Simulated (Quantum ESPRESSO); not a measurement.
Write the native input for Quantum ESPRESSO 7.5 that does the following.

| Property | Result |
| --- | --- |
| Task | single point |
| Functional | PBEsol |
| Potentials or basis | PseudoDojo 0.4.1 SR PBEsol standard |
| Cutoff | 1333 eV |
| Density cutoff | 5333 eV |
| k mesh | 16 × 16 × 16 |
| Occupations | methfessel-paxton, width 0.1 eV |
| Spin | no spin polarisation |
| Mixing beta | 0.5 |
| Most SCF iterations | 120 |
| SCF threshold | 6e-10 Ry |

Crystal: Si2Ni.

```
Ni Si
1.0
     0.00000    2.69738    2.67062
     2.69738    0.00000    2.67062
     2.69738    2.69738    0.00000
Ni Si
1 2
Direct
  0.00000 0.00000 0.00000
  0.25000 0.25000 0.25000
  0.75000 0.75000 0.75000
```

The cell was built by a generator and needn't be a form met in nature.

These files were run (other wordings do the same):

pw.in

```
&CONTROL
  calculation = 'scf'
  prefix = 'pwscf'
  outdir = './tmp'
  pseudo_dir = './pseudo'
  tprnfor = .true.
  tstress = .true.
  disk_io = 'nowf'
/
&SYSTEM
  ibrav = 0
  nat = 3
  ntyp = 2
  ecutwfc = 98
  nbnd = 20
  occupations = 'smearing'
  smearing = 'mp'
  degauss = 0.00734986
/
&ELECTRONS
  conv_thr = 6d-10
  electron_maxstep = 120
  mixing_beta = 0.5
/
ATOMIC_SPECIES
Ni    58.6934 Ni.upf
Si    28.0850 Si.upf
CELL_PARAMETERS angstrom
   0.0000000000    2.6973777600    2.6706180600
   2.6973777600    0.0000000000    2.6706180600
   2.6973777600    2.6973777600    0.0000000000
ATOMIC_POSITIONS crystal
Ni     0.0000000000    0.0000000000    0.0000000000
Si     0.2500000000    0.2500000000    0.2500000000
Si     0.7500000000    0.7500000000    0.7500000000
K_POINTS automatic
16 16 16 0 0 0
```

Potentials or basis: PseudoDojo 0.4.1 SR PBEsol standard.

Command:

```sh
$ OMP_NUM_THREADS=1 pw.x -in pw.in > pw.out
```

Results of the run:

- Pressure: 1.1 GPa
- Band gap on the k mesh: none (metal or under the smearing width)

Run time: 9.2 min on 1 thread of Arm Neoverse V1 (shared host), peak memory 0.51 GiB.
